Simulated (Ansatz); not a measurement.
# SnH2 (SMILES [H][Sn][H]) at 6 levels

Wanted: a comparison of 6 runs (UHF/STO-3G, UB3LYP/STO-3G, r2SCAN0/STO-3G, CCSDTQ/STO-3G, CCSD/STO-3G, UCCSD(T)/STO-3G) of SnH2. 

The calculation is run with Ansatz 0.2.0.

32 further runs of the same task are left out: 2 that didn't finish, 30 set aside as unsound or not needed.

## (1) Starting point

SnH2: 3 atoms, total charge 0, spin state singlet. As SMILES, `[H][Sn][H]`. The H2–Sn1 distance was set to 2.250 Å, away from the relaxed value.

Bond lengths: Sn1–H3 1.800 Å.

## (2) A single-point energy at UHF/STO-3G (run 1)

Contents of in.yaml:

```yaml
basis:
  gaussian:
    orbitals: STO-3G
crystal:
  periodic: [false, false, false]
  atoms:
    - {symbol: Sn, position_ang: [-0.302698, -0.006632, -1.198320]}
    - {symbol: H, position_ang: [1.236480, -0.017770, 0.442810]}
    - {symbol: H, position_ang: [-1.549498, 0.028858, 0.099010]}
magnetization:
  spin_polarized: true
  initial_magnetization: 0
hamiltonian:
  xc: hf
accuracy: high
```

On the command line:

```console
$ ansatz run in.yaml --threads 1 --pin off --max-ram 2610MiB --events-out events.jsonl --progress --plain --runs-dir runs
```

Standard output:

```text
Warning: RAYON_NUM_THREADS=1 ignored (pool sized by the plan → 1); use --threads N
Functional definition: HF
  name "HF"
  exchange = exact_x
  correlation = 0
494 factors; integrals over basis functions are off by at most 4.9e-9 eV
mean field evaluation 1: about -162296.3753 eV, gradient 6.5e0 eV
mean field evaluation 2: about -162296.3864 eV, gradient 6.4e0 eV
mean field evaluation 4: about -162297.0664 eV, gradient 2.8e-1 eV
mean field evaluation 8: about -162297.0662 eV, gradient 4.2e-6 eV
mean field evaluation 16: about -162297.0989 eV, gradient 1.5e-1 eV
mean field evaluation 32: about -162297.1021 eV, gradient 4.7e-2 eV
mean field evaluation 64: about -162297.1046 eV, gradient 2.6e-2 eV
mean field evaluation 96: about -162289.4942 eV, gradient 5.8e0 eV
mean field evaluation 128: about -162297.0662 eV, gradient 9.9e-3 eV
mean field -162297.12138105 eV, -5964.3092018135 hartree, gradient 1.2e-8 eV, S^2 0.356453; 6 other end points of the search recorded, 0 dependent functions left out
reference -162297.12138105 eV, -5964.3092018135 hartree; 26, 26 occupied and 3, 3 virtual orbitals, 494 factors
Total energy: -162297.12138105 eV, -5964.3092018135 hartree
```

Wall time 1.4 s (1 thread of Arm Neoverse V1, shared host).

## (3) A single-point energy at UB3LYP/STO-3G (run 2)

Contents of molecule.yaml:

```yaml
crystal:
  periodic: [false, false, false]
  atoms:
    - {symbol: Sn, position_ang: [-0.302698, -0.006632, -1.198320]}
    - {symbol: H, position_ang: [1.236480, -0.017770, 0.442810]}
    - {symbol: H, position_ang: [-1.549498, 0.028858, 0.099010]}
basis:
  gaussian:
    orbitals: STO-3G
magnetization:
  spin_polarized: true
  initial_magnetization: 0
hamiltonian:
  xc: {name: B3LYP}
accuracy: high
```

On the command line:

```console
$ ansatz run molecule.yaml --threads 1 --pin off --max-ram 2610MiB --events-out events.jsonl --progress --plain --runs-dir runs
```

Standard output:

```text
Warning: RAYON_NUM_THREADS=1 ignored (pool sized by the plan → 1); use --threads N
Functional definition: B3LYP
  name "B3LYP"
  parameter a0 = 0.2
  parameter ax = 0.72
  parameter ac = 0.81
  exchange = (1 - a0 - ax)*slater_x + ax*b88_x + a0*exact_x
  correlation = (1 - ac)*vwn_rpa_c + ac*lyp_c
494 factors; integrals over basis functions are off by at most 4.9e-9 eV
mean field evaluation 1: about -162352.4369 eV, gradient 8.9e0 eV
mean field evaluation 2: about -162351.7063 eV, gradient 1.2e1 eV
mean field evaluation 4: about -162353.5238 eV, gradient 1.7e-1 eV
mean field evaluation 8: about -162353.4819 eV, gradient 6.5e-4 eV
mean field evaluation 16: about -162353.3426 eV, gradient 9.2e-1 eV
mean field -162353.48193469 eV, -5966.3804139574 hartree, gradient 3.5e-8 eV, S^2 0.000000; 1 other end points of the search recorded, 0 dependent functions left out
reference -162353.48195924 eV, -5966.3804148594 hartree; 26, 26 occupied and 3, 3 virtual orbitals, 494 factors
Total energy: -162353.48195924 eV, -5966.3804148594 hartree
```

It took 2.2 s on 1 thread of Arm Neoverse V1, shared host; peak memory 0.13 GiB.

## (4) A single-point energy at r2SCAN0/STO-3G (run 3)

Contents of in.yaml:

```yaml
crystal:
  periodic: [false, false, false]
  atoms:
    - symbol: Sn
      position_ang: [-0.302698, -0.006632, -1.198320]
    - symbol: H
      position_ang: [1.236480, -0.017770, 0.442810]
    - symbol: H
      position_ang: [-1.549498, 0.028858, 0.099010]
basis:
  gaussian:
    orbitals: STO-3G
accuracy: high
hamiltonian:
  xc: {name: r2SCAN0}
```

On the command line:

```console
$ ansatz run in.yaml --threads 1 --pin off --max-ram 2610MiB --events-out events.jsonl --progress --plain --runs-dir runs
```

Standard output:

```text
Warning: RAYON_NUM_THREADS=1 ignored (pool sized by the plan → 1); use --threads N
Functional definition: r2SCAN0
  name "r2SCAN0"
  parameter a = 0.25
  parameter k0 = 0.174
  parameter k1 = 0.065
  parameter a1 = 4.9479
  exchange = (1 - a)*r2scan_x(k0 = k0, k1 = k1, a1 = a1) + a*exact_x
  correlation = r2scan_c
494 factors; integrals over basis functions are off by at most 4.9e-9 eV
mean field evaluation 1: about -162360.3337 eV, gradient 1.1e1 eV
mean field evaluation 2: about -162360.1930 eV, gradient 1.2e1 eV
mean field evaluation 4: about -162361.2048 eV, gradient 1.4e-1 eV
mean field evaluation 8: about -162361.1957 eV, gradient 8.0e-4 eV
mean field evaluation 16: about -162361.1957 eV, gradient 1.0e-8 eV
mean field -162361.19565590 eV, -5966.6638879832 hartree, gradient 4.8e-9 eV, S^2 0.000000; 0 other end points of the search recorded, 0 dependent functions left out
reference -162361.19565619 eV, -5966.6638879938 hartree; 26, 26 occupied and 3, 3 virtual orbitals, 494 factors
Total energy: -162361.19565619 eV, -5966.6638879938 hartree
```

Wall time 3.3 s (1 thread of Arm Neoverse V1, shared host); peak memory 0.12 GiB.

Runs 4 to 5 aren't shown in full; the table further down has their settings and results.

## (5) A single-point energy at UCCSD(T)/STO-3G (run 6)

Contents of job.yaml:

```yaml
crystal:
  periodic: [false, false, false]
  atoms:
    - {symbol: Sn, position_ang: [-0.302698, -0.006632, -1.198320]}
    - {symbol: H, position_ang: [1.236480, -0.017770, 0.442810]}
    - {symbol: H, position_ang: [-1.549498, 0.028858, 0.099010]}
basis:
  gaussian:
    orbitals: STO-3G
magnetization:
  spin_polarized: true
  initial_magnetization: 0
correlation:
  method: ccsd_t
  frozen_orbitals: {H: 0, Sn: 18}
accuracy: high
scf:
  omitted_lower_state_checks: [cluster_reference, increment]
```

On the command line:

```console
$ ansatz run job.yaml --threads 1 --pin off --max-ram 2610MiB --events-out events.jsonl --progress --plain --runs-dir runs
```

Standard output, cut to the lines that bear on the results:

```text
Warning: RAYON_NUM_THREADS=1 ignored (pool sized by the plan → 1); use --threads N
Functional definition: HF
  name "HF"
[...]
494 factors; integrals over basis functions are off by at most 4.9e-9 eV
[...]
mean field -162297.12138105 eV, -5964.3092018135 hartree, gradient 1.2e-8 eV, S^2 0.356453; 7 other end points of the search recorded, 0 dependent functions left out
18 core orbitals not correlated: weight in the atoms' cores, before any rotation towards them, 1.000 or more for the frozen orbitals, at most 0.000 for the correlated occupied ones
reference -162297.12138105 eV, -5964.3092018135 hartree; 8, 8 occupied and 3, 3 virtual orbitals, 494 factors
second order -0.90416468 eV of doubles, -0.00000000 eV of singles
cycle   1  -1.28039577 eV  change   -3.8e-1 eV  update   8.3e-2
[...]
cycle  32  -1.89245737 eV  change   3.8e-10 eV  update  4.5e-10
perturbative correction -0.00637312 eV, -0.0002342077 hartree
Total energy: -162299.02021153 eV, -5964.3789825468 hartree
Checks for a lower state left out: cluster_reference, increment
```

Wall time 1.5 s (1 thread of Arm Neoverse V1, shared host); peak memory 0.093 GiB.

## (6) Overview of the runs

```csv
run,level,frozen core orbitals,energy (Eh),wall time
1,UHF/STO-3G,–,-5964.309202,1.4 s
2,UB3LYP/STO-3G,–,-5966.380415,2.2 s
3,r2SCAN0/STO-3G,–,-5966.663888,3.3 s
4,CCSDTQ/STO-3G,18,-5964.379151,9.3 s
5,CCSD/STO-3G,18,-5964.378799,0.52 s
6,UCCSD(T)/STO-3G,18,-5964.378983,1.5 s
```

## (7) Results

| quantity | value |
| --- | --- |
| run 6: total energy | -5964.37898 Eh |
| run 6: correlation energy (18 core orbitals frozen) | -69.8 mEh |
| run 6: (T) correction | -0.23 mEh |
| run 6: ⟨S²⟩ of the reference determinant | 0.356 |
| run 6: T1 diagnostic | 0.066 |

Below the UHF energy at the same shape and in the same basis (STO-3G): CCSDTQ -69.9 mEh; CCSD -69.6 mEh; UCCSD(T) -69.8 mEh. Some of these start from another determinant than that one, so these aren't their correlation energies. Totals of different functionals can't be ranked against each other. In runs 4, 5 the log says that unrestricted orbitals would lower the reference, so the values rest on an unstable closed-shell determinant (other closed-shell runs at this shape may share the fault). In runs 1, 2, 3, 4, 5, 6 the basis is minimal, so the values are rough. In runs 1, 2, 3, 4, 5, 6 relativity is left out where basis or elements ask for it. Spin contamination of the reference: run 1 ⟨S²⟩ = 0.36, run 6 ⟨S²⟩ = 0.36. All runs together took 18 s, the longest 9.3 s.
